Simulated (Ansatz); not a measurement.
Consider a comparison of magnetic orders of TaVN2, space group P4/mmm (Ansatz 0.2.0 through its Python package).

Script `run_orders.py`:
```python
"""Ferro, antiferro and non-magnetic states of TaVN2."""

import ansatz as az
import numpy as np


def count_gap(report):
    # lowest empty less highest filled band, counting bands; zero where they overlap
    return max(report.get("gap_by_band_count_ev") or 0.0, 0.0)

CELL = [
    (6.0997, 0.0, 0.0),
    (0.0, 3.0499, 0.0),
    (0.0, 0.0, 4.2961),
]
ATOMS = [
    ("Ta", (0.0, 0.0, 0.0)),
    ("V", (0.25, 0.5, 0.5)),
    ("N", (0.0, 0.0, 0.5)),
    ("N", (0.25, 0.5, 0.0)),
    ("Ta", (0.5, 0.0, 0.0)),
    ("V", (0.75, 0.5, 0.5)),
    ("N", (0.5, 0.0, 0.5)),
    ("N", (0.75, 0.5, 0.0)),
]


def ordered(moments):
    crystal = az.Crystal(lattice=az.Lattice.of(CELL))
    for (symbol, position), moment in zip(ATOMS, moments):
        crystal = crystal.atom(symbol, position, moment=moment or None)
    return crystal


def main() -> None:
    # starting moments in muB, one an atom
    orders = {
        "FM": [0, 1.8, 0, 0, 0, 1.8, 0, 0],
        "AFM": [0, 1.8, 0, 0, 0, -1.8, 0, 0],
    }

    rows = []
    for label, moments in orders.items():
        calculation = ordered(moments).calculation()
        calculation = calculation.functional(az.Functional.PBE, dispersion="d3bj").basis(550)
        calculation = calculation.kpoints(density=3.1)
        calculation = calculation.occupations("Fermi-Dirac", width=0.05).hubbard("V", "d", u=5.9, j=0.9)
        calculation = calculation.spin("collinear")
        calculation = calculation.band_table()
        report = calculation.run(threads=1).report
        rows.append((label, report["free_energy_ev"], report["magnetization_mub"], report["absolute_magnetization_mub"], max(abs(m) for m in report["site_moments_mub"]), count_gap(report)))
        print(label, "site moments:", [round(m, 2) for m in report["site_moments_mub"]])

    lowest = min(row[1] for row in rows)
    rows = [(row[0], 1000 * (row[1] - lowest) / 2, *row[2:]) for row in sorted(rows, key=lambda row: row[1])]
    for row in rows:
        print("; ".join(f"{name} = {round(v, 4) if isinstance(v, float) else v}" for name, v in zip(["order", "meV/magnetic atom", "net muB", "absolute muB", "largest site muB", "gap by band count eV"], row)))
    print("lowest of these starts:", rows[0][0])


if __name__ == "__main__":
    main()
```

Which magnetic state ends lowest, and by how much?

In order of energy: ferromagnetic (+0.0 meV an atom, largest site moment 2.06 μB) and antiferro- or ferrimagnetic (+16.9 meV an atom, largest site moment 2.04 μB). These are the states reached from the starts typed.

The output:

```console
$ python run_orders.py
FM site moments: [-0.11, 2.06, 0.07, 0.02, -0.11, 2.06, 0.07, 0.02]
AFM site moments: [-0.0, 2.04, -0.0, 0.03, 0.0, -2.04, 0.0, -0.03]
order = FM; meV/magnetic atom = 0.0; net muB = 4.9963; absolute muB = 5.7688; largest site muB = 2.0574; gap by band count eV = 0.0
order = AFM; meV/magnetic atom = 67.7049; net muB = 0.0; absolute muB = 5.3416; largest site muB = 2.0386; gap by band count eV = 0.0
lowest of these starts: FM
```

Caveats:
- Other magnetic orders than the one started from may lie lower.
- Dispersion corrections can be off by several per cent in the lattices of metals, and by several GPa in the pressure at a fixed cell.
- The mesh is modest for a metal, so energies can be off by several to tens of meV an atom and pressures by half a GPa or more; differences at equal mesh fare better.
- A gap by band count of zero or less means overlapping bands, a metal.
- The structure comes from a database of computed cells and needn't be a stable or known phase.
- Gaps and levels are Kohn-Sham values on a finite set of k-points, without spin-orbit coupling.
- Each row is the state reached from that start at the given structure, not necessarily the lowest of its order; other orders weren't tried.
- Run time: 72 s on 1 thread of Arm Neoverse V2 (shared host), peak memory 0.74 GiB.

(Lines on the test bed's own set-up are left out of the output.)
